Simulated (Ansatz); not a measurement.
# S (diamond type): a single-point run

Wanted: a converged single-point run for S (diamond type), and a check of what comes out. The structure is shown as the input types it.

Method: DFT, LDA, norm-conserving pseudopotentials, Ansatz's default files, scalar-relativistic, in Ansatz 0.2.0.

### 1 The starting structure

It takes space group Fd-3m (No. 227, cubic). Conventional cell: a = 5.634 Å, b = 5.634 Å, c = 5.634 Å, α = 90.00°, β = 90.00°, γ = 90.00°. S (site symmetry -43m) has 4 S at 2.44 Å in its first shell of neighbours.

Coordinates:

```cif
data_structure
_symmetry_space_group_name_H-M 'P 1'
_symmetry_Int_Tables_number 1
_cell_length_a 3.9840
_cell_length_b 3.9840
_cell_length_c 3.9840
_cell_angle_alpha 60.000
_cell_angle_beta 60.000
_cell_angle_gamma 60.000
_cell_volume 44.71
loop_
_atom_site_label
_atom_site_type_symbol
_atom_site_fract_x
_atom_site_fract_y
_atom_site_fract_z
_atom_site_occupancy
S1 S 0.87500 0.87500 0.87500 1
S2 S 0.12500 0.12500 0.12500 1
```

### 2 Input and run

input.yaml

```yaml
crystal:
  lattice:
    - [0.0, 2.8171169965, 2.8171169965]
    - [2.8171169965, 0.0, 2.8171169965]
    - [2.8171169965, 2.8171169965, 0.0]
  atoms:
    - { symbol: S, position: [-0.125, -0.125, -0.125] }
    - { symbol: S, position: [0.125, 0.125, 0.125] }
kpoints:
  mp_grid: { grid: [13, 13, 13] }
scf:
  occupations: { method: fermi_dirac, width: 0.05 }
  convergence: { dr2_threshold: 1.0e-14 }
  max_iter: 80
hamiltonian:
  xc: lda
  pseudopotentials: { kind: nc }
output:
  forces: true
  stress: true
  eigenvalues: true
```

Launch:

```
$ ansatz run input.yaml --threads 1 --pin off --max-ram 2048MiB --backend cpu --events-out ev --progress --plain --runs-dir out
```

**Question.** How will this run end, and is anything wrong with its input?

The program finished normally. Convergence says nothing about whether the input makes sense.

In the input, scf.convergence.dr2_threshold is 1.0e-14. What could go wrong: threshold needlessly tight. Once met, so tight a threshold does no harm; it costs cycles.

To check: delete scf.convergence.dr2_threshold (the default then holds).
